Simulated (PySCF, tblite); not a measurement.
# C5H12GeN2: geometry, infrared bands and NMR shifts

Aim: predict the infrared bands and NMR shifts of C5H12GeN2 (`[GeH3][NH]N=C1CCCC1`).

Programs: tblite 0.8.0 and PySCF 2.14.0, with density-fitted response routines of our own. Each step states its level of theory. These are calculated values for one molecule in the gas phase, unless marked as measured. Atoms are numbered from 0 throughout.

## (1) The molecule as given

20 atoms, charge 0, multiplicity 1; geometry from: force field or distance geometry start.

Bonds of the start (Å): Ge0–N1 1.88, N1–N2 1.39, N2–C3 1.30, C3–C4 1.48, C4–C5 1.54, C5–C6 1.53, C6–C7 1.52, C7–C3 1.50, Ge0–H8 1.56, Ge0–H9 1.55, Ge0–H10 1.54, N1–H11 1.03, C4–H12 1.10, C4–H13 1.10, C5–H14 1.09, C5–H15 1.09, C6–H16 1.11, C6–H17 1.10, C7–H18 1.09, C7–H19 1.12.

## (2) Geometry optimisation with GFN2-xTB

The job: settings as JSON, then the geometry in Å.

```
{"job": {"kind": "relax", "xc": "GFN2-xTB", "basis": "xTB"}, "charge": 0, "multiplicity": 1}
Ge     3.821500    -0.015200    -0.475600
N      2.040300    -0.604300    -0.301000
N      1.125500     0.335400     0.147000
C     -0.164000     0.180400     0.059900
C     -0.946700    -0.969400    -0.446200
C     -2.329200    -0.333600    -0.651400
C     -2.413900     0.479000     0.636800
C     -1.104100     1.240600     0.560400
H      3.768700     1.326900    -1.264300
H      4.470500     0.223000     0.914500
H      4.690700    -1.007300    -1.266000
H      1.824700    -1.592100    -0.510600
H     -0.571200    -1.382900    -1.392600
H     -1.089100    -1.726100     0.345900
H     -2.375200     0.357000    -1.495800
H     -3.104400    -1.102800    -0.694800
H     -2.370300    -0.219600     1.496400
H     -3.284700     1.148000     0.655600
H     -0.789700     1.662100     1.516300
H     -1.204400     2.011400    -0.247200
```

Command:

```console
$ OMP_NUM_THREADS=1 python probes_run.py task.json out
```

The driver reads the jobs from task.json and runs them one after another.

**Question.** This job is followed by: GFN2-xTB harmonic vibrations, gas phase; GIAO PBE0/pcSseg-1 NMR shielding, non-relativistic, gas phase. Predict these results of the whole session: strongest single infrared mode (GFN2-xTB); zero-point energy (GFN2-xTB); ¹³C shifts against TMS (PBE0/pcSseg-1); ¹H shifts against TMS (PBE0/pcSseg-1, means over atoms taken as alike); ⁷³Ge shifts against GeMe4 (PBE0/pcSseg-1); ¹⁵N shifts against NH3 (PBE0/pcSseg-1); surface potential, 1st and 99th percentile.

**Answer**, as computed:

| quantity | value |
| --- | --- |
| strongest single infrared mode (GFN2-xTB) | 2041 cm⁻¹, 424 km/mol |
| zero-point energy (GFN2-xTB) | 99.7 kcal/mol |
| ¹³C shifts against TMS (PBE0/pcSseg-1) | 151.2, 37.4, 28.8, 28.6, 25.5 ppm |
| ¹H shifts against TMS (PBE0/pcSseg-1, means over atoms taken as alike) | 4.58, 4.18, 2.49, 1.97, 1.88, 1.68 ppm |
| ⁷³Ge shifts against GeMe4 (PBE0/pcSseg-1) | -148 ppm |
| ¹⁵N shifts against NH3 (PBE0/pcSseg-1) | 365.9, 112.3 ppm |
| surface potential, 1st and 99th percentile | -1.59 V and 1.36 V |

What this shows: Relaxing lowered the energy by 0.542 eV in 110 steps; the close pair that moved most is Ge0–N1, from 1.884 to 1.813 Å. All 54 modes are real, so the xTB geometry is a minimum. The strongest single mode, at 2041 cm⁻¹, moves mainly H10. Unscaled tight-binding wavenumbers are off by several per cent, some by more. Its intensities can rank the bands wrongly. At PBE0/pcSseg-1: The widest tensor belongs to N2: span 569 ppm, with a paramagnetic part of -422 ppm. Spin-orbit coupling is left out, which matters for shieldings and couplings at and beside the heavy atoms.
